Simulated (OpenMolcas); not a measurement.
# Cu⁴⁺ among point charges: CASSCF and CASPT2 levels and susceptibility

Aim: the splitting of the states of Cu⁴⁺ in the field of 4 point charges, its lowest levels with spin-orbit coupling and its magnetic susceptibility.

Method: state-averaged CASSCF and CASPT2, spin-orbit coupling by RASSI with atomic mean-field integrals. Code: OpenMolcas 26.06.

**1. The atom as given**

| Property | Result |
| --- | --- |
| Species | Cu⁴⁺ (copper, Z = 29, 25 electrons) |
| Basis | ANO-RCC-VDZP [5s4p2d1f], 34 functions |
| Scalar Hamiltonian | DKH2, point nucleus |
| Inactive shells | 1s 2s 2p 3s 3p |
| Active space | 7 electrons in 5 orbitals (3d) |
| Some configurations of this space | 3d⁷ |
| Orbitals | optimised for each spin and parity, averaged over all roots |

Outer shells as boxes (Hund's rule):

3d7
```
3d [↑↓][↑↓][↑ ][↑ ][↑ ]
```

The ion sits among 4 point charges of -0.65 e arranged as a square (D4h), 1.66 Å from the ion.

The work runs as a chain of OpenMolcas steps in one folder; each step below is one input file. Labels, J, g values, rates, χT and fits are worked out afterwards by a script from the matrices that RASSI stores. The input lists half of the charges; inversion (Group=XYZ) makes the rest.

**2. GATEWAY and SEWARD: basis and integrals**

a.inp reads:

```
&GATEWAY
Coord
1

Cu 0.0 0.0 0.0
Basis=ANO-RCC-VDZP
Group=XYZ
NoMove
AngMom=0.0 0.0 0.0
AMFI
XField
2 Angstrom 0
1.660000 0.000000 0.000000 -0.650000
0.000000 1.660000 0.000000 -0.650000
&SEWARD
```

Run with:

```bash
OMP_NUM_THREADS=1 MOLCAS_MEM=1689 MOLCAS_PROJECT=a pymolcas a.inp > a.log
```

**3. CASSCF: quartets of even parity, 10 roots**

a.inp reads:

```
&RASSCF
FileOrb=start.orb
Symmetry=1
Spin=4
nActEl=7 0 0
Inactive=3 6
Ras2=5 0
CIRoot=10 10 1
SDav=10
CIMx=300
Iter=120 100
PrWF=0.3
OrbListing=Nothing
MaxOrb=0
>>> COPY $Project.JobIph JOB001
```

start.orb holds the contracted functions of the basis, ordered by shell, or the orbitals of the step before.

**4. CASSCF: doublets of even parity, 40 roots**

a.inp reads:

```
&RASSCF
FileOrb=start.orb
Symmetry=1
Spin=2
nActEl=7 0 0
Inactive=3 6
Ras2=5 0
CIRoot=40 40 1
SDav=40
CIMx=300
Iter=120 100
PrWF=0.3
OrbListing=Nothing
MaxOrb=0
>>> COPY $Project.JobIph JOB002
```

**5. RASSI: spin-orbit coupling between the states**

a.inp reads:

```
&RASSI
NrOfJobIphs=2 10 40
1 2 3 4 5 6 7 8 9 10
1 2 3 4 5 6 7 8 9 10 11 12 13 14 15 16 17 18 19 20 21 22 23 24 25 26 27
28 29 30 31 32 33 34 35 36 37 38 39 40
IphNames
JOB001
JOB002
EJob
SpinOrbit
DIPRint=1.0
SOCoupling=1000.0
Subsets=2
Property=9
'ANGMOM' 1 'ANGMOM' 2 'ANGMOM' 3 'MLTPL  1' 1 'MLTPL  1' 2 'MLTPL  1' 3
'AMFI' 1 'AMFI' 2 'AMFI' 3
SOProperty=3
'ANGMOM' 1 'ANGMOM' 2 'ANGMOM' 3
```

**6. CASPT2: IPEA 0.25, imaginary shift 0.1 (closed shells correlated: 3s 3p)**

a.inp reads:

```
>>> COPY JOB001 $Project.JobIph
&CASPT2
Multistate=10 1 2 3 4 5 6 7 8 9 10
NoMult
Frozen=2 3
IPEA=0.25
Imaginary=0.1
MaxIter=60
WThr=0.0 0.3 0.05
PrWF=0.5
NoMix
>>> COPY JOB002 $Project.JobIph
&CASPT2
Multistate=40 1 2 3 4 5 6 7 8 9 10 11 12 13 14 15 16 17 18 19 20 21 22
23 24 25 26 27 28 29 30 31 32 33 34 35 36 37 38 39 40
NoMult
Frozen=2 3
IPEA=0.25
Imaginary=0.1
MaxIter=60
WThr=0.0 0.3 0.05
PrWF=0.5
NoMix
```

(Steps that only read results are left out.)

Q: Predict the outcome of this session. Wanted: spin-free ground state; first state of the same spin within the active space; lowest level; next level.

The runs gave:

| quantity | value |
| --- | --- |
| method | SS-CASPT2, IPEA 0.25, imaginary shift 0.1 (closed shells correlated: 3s 3p) |
| spin-free ground state | 4A2, 1-fold in its orbital part |
| first state of the same spin within the active space | 4E at 571 cm⁻¹ |
| lowest level | 2-fold E1/2, g = 1.59, 6.60, 6.60 |
| next level | 251.9 cm⁻¹ |
| χT at 300 K | 4.86 cm³ K/mol |
| effective moment at 300 K | 6.24 μB |

Cost by method:

| method | time of its own steps | time with the reference |
| --- | --- | --- |
| A. CASSCF | 9.6 s | 9.6 s |
| B. SS-CASPT2, IPEA 0.25, imaginary shift 0.1, +3s 3p | 3.1 s | 13 s |

Times are of one thread on a shared host.

What this shows: The spin-free ground state (4A2) comes to 99 % from free-ion F terms and keeps the highest spin of the shell. χT at 300 K is 4.86, against 1.88 cm³ K/mol for the spin alone, so orbital moment adds to it. An active space of the d shell alone favours high spin; real ions in strong fields can be low spin. The field of point charges can differ much from that of real complexes. With metal d orbitals alone active, the gaps between spin states are rough; where two lie within a few thousand cm-1, their order is open. This is an electrostatic model: the charges have no orbitals.
